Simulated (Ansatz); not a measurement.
**AlSiH4O (SMILES [AlH][O][SiH3]) at UMP2/aug-cc-pVDZ**

Aim: the electronic atomisation energy of AlSiH4O at UMP2/aug-cc-pVDZ, from 5 runs. 

The calculation is run with Ansatz 0.2.0.

63 further runs of the same task are left out: 63 set aside as unsound or not needed.

**1. The system as given**

AlSiH4O: 7 atoms, total charge 0, spin state doublet. As SMILES, `[AlH][O][SiH3]`. Geometry: relaxed at PBE0-D4/def2-TZVP. This is one conformer, not always the lowest.

Bond lengths: Al1–O2 1.689 Å, O2–Si3 1.627 Å, Al1–H4 1.609 Å, Si3–H5 1.487 Å, Si3–H6 1.487 Å, Si3–H7 1.488 Å. Angles: Al1–O2–Si3 169.6°, O2–Al1–H4 116.0°, O2–Si3–H5 110.0°, O2–Si3–H6 110.2°, O2–Si3–H7 110.3°, H5–Si3–H6 108.8°, H5–Si3–H7 108.7°, H6–Si3–H7 108.8°.

**2. A single-point energy at UMP2/aug-cc-pVDZ**

Input file run.yaml:

```yaml
crystal:
  periodic: [false, false, false]
  atoms:
    - {symbol: Al, position_ang: [-1.643700, -1.503700, -0.201100]}
    - {symbol: O, position_ang: [-0.403000, -0.368600, -0.047300]}
    - {symbol: Si, position_ang: [0.870900, 0.567400, 0.335800]}
    - {symbol: H, position_ang: [-2.580100, -1.352800, -1.500200]}
    - {symbol: H, position_ang: [1.204400, 1.463600, -0.802700]}
    - {symbol: H, position_ang: [0.554900, 1.401200, 1.526200]}
    - {symbol: H, position_ang: [2.057800, -0.275200, 0.643500]}
basis:
  gaussian: {orbitals: aug-cc-pVDZ}
accuracy: high
magnetization: {spin_polarized: true, initial_magnetization: 1}
correlation: {method: mp2, frozen_orbitals: {Al: 5, H: 0, O: 1, Si: 5}}
```

Command:

```console
$ ansatz run run.yaml --threads 1 --pin off --max-ram 3480MiB --events-out events.jsonl --progress --plain --runs-dir runs
```

The log of the run:

```text
Warning: RAYON_NUM_THREADS=1 ignored (pool sized by the plan → 1); use --threads N
Functional definition: HF
  name "HF"
  exchange = exact_x
  correlation = 0
2252 factors; integrals over basis functions are off by at most 3.4e-9 eV
mean field evaluation 1: about -16542.7492 eV, gradient 3.0e1 eV
mean field evaluation 2: about -16542.7568 eV, gradient 3.0e1 eV
mean field evaluation 4: about -16547.1534 eV, gradient 2.7e0 eV
mean field evaluation 8: about -16547.2972 eV, gradient 1.5e-1 eV
mean field -16547.29804967 eV, -608.1019871641 hartree, gradient 2.8e-8 eV, S^2 0.757263; 0 other end points of the search recorded, 0 dependent functions left out
11 core orbitals not correlated: weight in the atoms' cores, before any rotation towards them, 1.000 or more for the frozen orbitals, at most 0.000 for the correlated occupied ones
reference -16547.29804967 eV, -608.1019871641 hartree; 9, 8 occupied and 93, 94 virtual orbitals, 2252 factors
second order -9.64881880 eV of doubles, -0.00000000 eV of singles
Total energy: -16556.94686847 eV, -608.4565747147 hartree
```

Run time: 7.8 s. Hardware: 1 thread of Arm Neoverse V1, shared host; peak memory 0.41 GiB.

**3. The Al atom at the same level**

Input file molecule.yaml:

```yaml
crystal:
  periodic: [false, false, false]
  atoms:
    - {symbol: Al, position_ang: [0.000000, 0.000000, 0.000000]}
basis:
  gaussian:
    orbitals: aug-cc-pVDZ
magnetization:
  spin_polarized: true
  initial_magnetization: 1
correlation:
  method: mp2
  frozen_orbitals: {Al: 5}
accuracy: high
```

Run the same way, it converges to -241.90516 Eh (log not shown).

**4. The H atom: the energy at UHF/aug-cc-pVDZ**

Input file input.yaml:

```yaml
crystal:
  periodic: [false, false, false]
  atoms:
    - {symbol: H, position_ang: [0.000000, 0.000000, 0.000000]}
basis:
  gaussian:
    orbitals: aug-cc-pVDZ
magnetization:
  spin_polarized: true
  initial_magnetization: 1
hamiltonian:
  xc: hf
accuracy: high
```

Command:

```console
$ ansatz run input.yaml --threads 1 --pin off --max-ram 3480MiB --events-out events.jsonl --progress --plain --runs-dir runs
```

The log of the run:

```text
Warning: RAYON_NUM_THREADS=1 ignored (pool sized by the plan → 1); use --threads N
[... 4 set-up lines as earlier in the session ...]
42 factors; integrals over basis functions are off by at most 4.4e-8 eV
mean field evaluation 1: about -13.5311 eV, gradient 1.8e0 eV
mean field evaluation 2: about -13.5311 eV, gradient 1.8e0 eV
mean field evaluation 4: about -13.5876 eV, gradient 9.7e-3 eV
mean field evaluation 8: about -13.5876 eV, gradient 2.3e-12 eV
mean field -13.58757892 eV, -0.4993343154 hartree, gradient 5.4e-8 eV, S^2 0.750000; 0 other end points of the search recorded, 0 dependent functions left out
reference -13.58757892 eV, -0.4993343154 hartree; 1, 0 occupied and 8, 9 virtual orbitals, 42 factors
Total energy: -13.58757892 eV, -0.4993343154 hartree
```

Run time: 0.04 s. Hardware: 1 thread of Arm Neoverse V1, shared host.

**5. The O atom**

Input file job.yaml:

```yaml
crystal:
  periodic: [false, false, false]
  atoms:
    - {symbol: O, position_ang: [0.000000, 0.000000, 0.000000]}
basis:
  gaussian:
    orbitals: aug-cc-pVDZ
magnetization:
  spin_polarized: true
  initial_magnetization: 2
correlation:
  method: mp2
  frozen_orbitals: {O: 1}
accuracy: high
```

Run the same way, it converges to -74.90697 Eh (log not shown).

**6. The Si atom at the same level**

Input file run.yaml:

```yaml
crystal:
  periodic: [false, false, false]
  atoms:
    - symbol: Si
      position_ang: [0.000000, 0.000000, 0.000000]
basis:
  gaussian:
    orbitals: aug-cc-pVDZ
total_charge: 0
correlation:
  method: mp2
  frozen_orbitals: {Si: 5}
accuracy: high
magnetization:
  spin_polarized: true
  initial_magnetization: 2
```

Command:

```console
$ ansatz run run.yaml --threads 1 --pin off --max-ram 3480MiB --events-out events.jsonl --progress --plain --runs-dir runs
```

The log of the run:

```text
Warning: RAYON_NUM_THREADS=1 ignored (pool sized by the plan → 1); use --threads N
[... 4 set-up lines as earlier in the session ...]
231 factors; integrals over basis functions are off by at most 3.2e-9 eV
mean field evaluation 1: about -7859.7968 eV, gradient 3.7e0 eV
mean field evaluation 2: about -7859.7975 eV, gradient 3.7e0 eV
mean field evaluation 4: about -7860.0344 eV, gradient 1.4e-1 eV
mean field evaluation 8: about -7860.0344 eV, gradient 5.2e-9 eV
mean field evaluation 16: about -7860.0344 eV, gradient 9.1e-6 eV
mean field evaluation 32: about -7860.0337 eV, gradient 2.0e-1 eV
mean field -7860.03439494 eV, -288.8509362913 hartree, gradient 3.0e-8 eV, S^2 2.013621; 3 other end points of the search recorded, 0 dependent functions left out
5 core orbitals not correlated: weight in the atoms' cores, before any rotation towards them, 1.000 or more for the frozen orbitals, at most 0.000 for the correlated occupied ones
reference -7860.03439494 eV, -288.8509362913 hartree; 3, 1 occupied and 19, 21 virtual orbitals, 231 factors
second order -1.26625403 eV of doubles, -0.00000000 eV of singles
Total energy: -7861.30064897 eV, -288.8974702686 hartree
```

Wall time 0.16 s (1 thread of Arm Neoverse V1, shared host).

**7. What came out**

Level: UMP2/aug-cc-pVDZ, 11 core orbitals frozen.

```
                                              quantity          value
                                molecule: total energy  -608.45657 Eh
molecule: correlation energy (11 core orbitals frozen)     -354.6 mEh
           molecule: ⟨S²⟩ of the reference determinant          0.757
                                 Al atom: total energy  -241.90516 Eh
  Al atom: correlation energy (5 core orbitals frozen)      -31.0 mEh
            Al atom: ⟨S²⟩ of the reference determinant          0.768
                                  H atom: total energy    -0.49933 Eh
                                          H atom: ⟨S²⟩          0.750
                                  O atom: total energy   -74.90697 Eh
    O atom: correlation energy (1 core orbital frozen)     -110.4 mEh
             O atom: ⟨S²⟩ of the reference determinant          2.008
                                 Si atom: total energy  -288.89747 Eh
  Si atom: correlation energy (5 core orbitals frozen)      -46.5 mEh
            Si atom: ⟨S²⟩ of the reference determinant          2.014
                         electronic atomisation energy      20.399 eV
```

What this shows: Taking the molecule apart into free atoms costs 20.40 eV (470 kcal/mol), before zero-point energy and without spin-orbit coupling.
